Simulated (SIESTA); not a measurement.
Ag in SIESTA: convergence with EnergyShift

Input of the first run (EnergyShift 0.05); the others differ in this setting and in those tied to it:

File Ag.fdf:

```
SystemName                      Ag
SystemLabel                     Ag
NumberOfSpecies                 1
NumberOfAtoms                   6
%block ChemicalSpeciesLabel
  1  47 Ag
%endblock ChemicalSpeciesLabel

LatticeConstant                 1.0 Ang
%block LatticeVectors
     2.8893797293     0.0000000000     0.0000000000
     0.0000000000     2.8893797293     0.0000000000
     0.0000000000     0.0000000000    25.2155000000
%endblock LatticeVectors
AtomicCoordinatesFormat         Fractional
%block AtomicCoordinatesAndAtomicSpecies
     0.5000000000     0.5000000000     0.2974361008  1  Ag
     0.0000000000     0.0000000000     0.3784616605  1  Ag
     0.5000000000     0.5000000000     0.4594872202  1  Ag
     0.0000000000     0.0000000000     0.5405127798  1  Ag
     0.5000000000     0.5000000000     0.6215383395  1  Ag
     0.0000000000     0.0000000000     0.7025638992  1  Ag
%endblock AtomicCoordinatesAndAtomicSpecies

%block kgrid.MonkhorstPack
    7   0   0  0.0
    0   7   0  0.0
    0   0   1  0.0
%endblock kgrid.MonkhorstPack
XC.Functional                   GGA
XC.Authors                      PBE
PAO.BasisSize                   DZP
PAO.EnergyShift                 0.05 Ry
Mesh.Cutoff                     800 Ry
OccupationFunction              FD
ElectronicTemperature           0.05 eV
Slab.DipoleCorrection           vacuum
MaxSCFIterations                120
SCF.MustConverge                false
SCF.Mixer.Method                Pulay
SCF.Mixer.Weight                0.25
SCF.Mixer.History               8
SCF.DM.Tolerance                5.0e-05
SCF.H.Tolerance                 1.0e-03 eV
WriteForces                     true
Charge.Mulliken                 end
%block PAO.Basis
  Ag 5
  n=4 0 2
    2.147 0.000
  n=5 0 2
    5.447 0.000
  n=4 1 2
    2.388 0.000
  n=5 1 1
    5.447
  n=4 2 2
    3.407 0.000
%endblock PAO.Basis
```

Potentials or basis: PseudoDojo 0.4 standard (PBE files), DZP (energy shift 0.05 Ry; two zetas on semicore shells).

The run is started by

```bash
$ siesta Ag.fdf > Ag.out 2>&1
```

The slab is cut from a database's or a generator's crystal, which needn't be the stable form of the element.

Hardware: 1 thread of Arm Neoverse V2, with other jobs on the host.

| EnergyShift | energy less the tightest run, at zero smearing (meV/atom) | largest force (eV/Å) | SCF cycles | CPU time (s) | peak memory (GiB) |
| --- | --- | --- | --- | --- | --- |
| 0.05 | 6243.29 | 4.049 | 16 | 29 | 0.31 |
| 0.03 | 3068.56 | 1.347 | 14 | 32 | 0.34 |
| 0.02 | 1848.60 | 0.329 | 14 | 39 | 0.37 |
| 0.01 | 839.66 | 0.226 | 13 | 50 | 0.43 |
| 0.005 | 333.82 | 0.171 | 12 | 64 | 0.49 |
| 0.003 | 150.02 | 0.162 | 12 | 81 | 0.54 |
| 0.002 | 72.11 | 0.202 | 11 | 92 | 0.59 |
| 0.001 | 0.00 | 0.245 | 14 | 150 | 0.67 |

Not settled before the last step: the energy (to 1 meV/atom), the largest force (to 0.005 eV/Å). The tightest run that finished is the yardstick and may itself not be fully converged.
